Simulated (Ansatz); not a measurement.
# CH6AlGaOSi: a ladder of functionals and wavefunction methods

Aim: compute CH6AlGaOSi with functionals from several rungs and with coupled cluster. The yardstick is the atomisation energy at the CCSD(T) limit.

The runs use Ansatz 0.2.0, Gaussian basis; functionals in def2-TZVPP, the program's frozen cores in correlated methods.

Plan: LDA (SPW92), PBE-D4, revPBE-D4, BLYP-D4, r2SCAN-D4, B97M-V, PBE0-D4, B3LYP-D4, r2SCANh-D4, r2SCAN0-D4, HSE06-D4, BHLYP-D4, CAM-B3LYP-D4, LC-ωPBE, ωB97X-V, ωB97M-V, B2PLYP, PBE-QIDH; CCSD(T)/def2-SVP; CCSD(T)/def2-TZVPP; MP2/def2-QZVPP; extrapolation to the limit; RPA on PBE.

## (1) The relaxed structure

An earlier PBE0-D4 in a triple-zeta def2 set relaxation fixed the geometry.

SMILES `C[SiH2][Al]1[O][GaH]1`, 11 atoms, charge 0, spin multiplicity 1.

Atoms are counted from 1 here; the program's logs count them from 0.

Bond lengths: C1–Si2 1.879 Å, C1–H6 1.092 Å, C1–H7 1.092 Å, C1–H8 1.092 Å, Si2–Al3 2.460 Å, Si2–H9 1.492 Å, Si2–H10 1.492 Å, Al3–O4 1.705 Å, Al3–Ga5 2.358 Å, O4–Ga5 1.888 Å, Ga5–H11 1.571 Å. Angles: Si2–C1–H6 110.9°, Si2–C1–H7 110.4°, Si2–C1–H8 111.0°, H6–C1–H7 108.2°, H6–C1–H8 108.0°, H7–C1–H8 108.2°, C1–Si2–Al3 112.2°, C1–Si2–H9 110.1°, C1–Si2–H10 110.3°, Al3–Si2–H9 107.9°, Al3–Si2–H10 108.9°, H9–Si2–H10 107.2°, Si2–Al3–O4 138.0°, Si2–Al3–Ga5 169.6°, O4–Al3–Ga5 52.4°, Al3–O4–Ga5 81.9°, Al3–Ga5–O4 45.7°, Al3–Ga5–H11 164.0° and more.

## (2) LDA

This LDA is Slater exchange with PW92 correlation.

Contents of in.yaml:

```yaml
crystal:
  periodic: [false, false, false]
  atoms:
    - {symbol: C, position_ang: [-0.596736, 1.185907, 1.803316]}
    - {symbol: Si, position_ang: [0.857620, 0.403056, 0.907185]}
    - {symbol: Al, position_ang: [0.170933, -0.737455, -1.161584]}
    - {symbol: O, position_ang: [0.910401, -1.398116, -2.548755]}
    - {symbol: Ga, position_ang: [-0.882422, -1.796015, -2.986143]}
    - {symbol: H, position_ang: [-1.344939, 0.434294, 2.063373]}
    - {symbol: H, position_ang: [-0.262538, 1.668041, 2.724609]}
    - {symbol: H, position_ang: [-1.079638, 1.941027, 1.179625]}
    - {symbol: H, position_ang: [1.520908, -0.602950, 1.787788]}
    - {symbol: H, position_ang: [1.878256, 1.438239, 0.572118]}
    - {symbol: H, position_ang: [-1.171837, -2.536039, -4.341542]}
basis:
  gaussian: {orbitals: def2-TZVPP}
hamiltonian: {xc: lda}
output: {orbitals: {seedname: orbitals}}
```

The run is started by

```bash
$ ansatz run in.yaml --threads 4 --pin off --events-out ev --progress --plain --max-ram 10444MiB
```

Further steps of the session: PBE-D4 (GGA); revPBE-D4 (GGA); BLYP-D4 (GGA); r2SCAN-D4 (meta-GGA); B97M-V (meta-GGA); PBE0-D4 (hybrid); B3LYP-D4 (hybrid); r2SCANh-D4 (hybrid); r2SCAN0-D4 (hybrid); HSE06-D4 (hybrid); BHLYP-D4 (hybrid); CAM-B3LYP-D4 (range-separated); LC-ωPBE (range-separated); ωB97X-V (range-separated); ωB97M-V (range-separated); B2PLYP (double hybrid); PBE-QIDH (double hybrid); CCSD(T) in def2-SVP; CCSD(T) in def2-TZVPP; MP2 in def2-QZVPP; RPA on PBE orbitals.

Before running them: what should the planned runs give, taken together? Wanted: atomisation energy, CCSD(T)/CBS; farthest beyond LDA; mean size of error, GGA; mean size of error, meta-GGA; mean size of error, hybrid; mean size of error, range-separated; mean size of error, double hybrid; gap, smallest and largest; T1 diagnostic.

The runs gave:

| quantity | value |
| --- | --- |
| atomisation energy, CCSD(T)/CBS | 840.1 kcal/mol |
| functionals within 8.4 kcal/mol (1.0 %) | PBE-D4, r2SCAN-D4, B97M-V, r2SCANh-D4, CAM-B3LYP-D4, LC-ωPBE, ωB97X-V, ωB97M-V |
| farthest beyond LDA | BHLYP-D4 (-30.3 kcal/mol) |
| mean size of error, GGA | 10.8 kcal/mol |
| mean size of error, meta-GGA | 4.1 kcal/mol |
| mean size of error, hybrid | 11.9 kcal/mol |
| mean size of error, range-separated | 4.8 kcal/mol |
| mean size of error, double hybrid | 12.2 kcal/mol |
| gap, smallest and largest | 2.19 eV (LDA (SPW92)), 8.21 eV (LC-ωPBE) |
| T1 diagnostic | 0.0168 |
| triples share of the correlation energy | 4.2 % |

LDA overbinds by 109.5 kcal/mol (13 %). PBE-D4 is off by +3.9 kcal/mol. Double hybrids carry the basis error of their MP2 part in triple zeta, and no dispersion term here, so their miss is partly the set-up's. The rungs meta-GGA, range-separated miss on average by less than the doubt on the reference (8.4 kcal/mol), so they tie. The reference freezes the cores and leaves out relativity and excitations past (T), and its outer-core shells are covered unevenly, so misses under about 8.4 kcal/mol can't be ranked. Hartree-Fock recovers 72 % of the binding; the rest is correlation. CCSD(T) in def2-SVP is off by -55.5 kcal/mol, so the small basis spoils what the method gains. Orbital gaps span 2.2 to 8.2 eV; exact exchange widens them. Correlated methods include outer-core shells of Ga, which these sets cover unevenly.
